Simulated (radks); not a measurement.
**Excited configurations of Bi²⁺**

An exercise on one series of results from a longer session: the logs are not shown, and one member is left open.

Method: Dirac Kohn-Sham, BLYP, spin-unpolarised, spherical densities, finite nucleus; open shells fill j = l - 1/2 first. Code: radks (a radial shooting solver on a logarithmic mesh, Libxc functionals) version 1.

### The atom as given

- element: bismuth (Z = 83)
- charge: +2
- electrons: 81
- configuration: [Hg] 6p1
- nuclear rms radius: 5.5211 fm

The first run:

Input:

```text
Z 83
configuration [Hg] 6p1
relativity Dirac
functional b88,lyp
spin unpolarised
j_filling energy
nucleus finite rms 5.5211 fm
c 137.035999084
```

Among the steps run: Ground configuration: [Hg] 6p1.

One table of the session follows, with a row left open; its other results are not shown here.

It belongs to the step «Ground configuration: [Hg] 6p1». From the orbitals of this run (lengths in bohr):

```
level     <r>  outermost maximum (interpolated)  90 % within  nodes
4f7/2  0.4442                             0.344        0.703      0
5p1/2  0.8850                             0.807         1.27      3
5p3/2       ?                                 ?            ?      ?
5d3/2   1.205                              1.02         1.81      2
5d5/2   1.247                              1.05         1.87      2
6s1/2   2.081                              1.84         3.00      5
6p1/2   2.453                              2.12         3.58      4
6p3/2   2.721                              2.37         3.96      4
```

Q: Estimate the row for 5p3/2 from the others.

The run gave: <r>: 0.9747; outermost maximum (interpolated): 0.883; 90 % within: 1.40; nodes: 3. In the column «<r>» it lies between 5p1/2 (0.8850) and 5d3/2 (1.205).

Caveats from the session: Spin polarisation and multiplet splitting are left out, so open shells lie too high by an amount that depends on their filling.
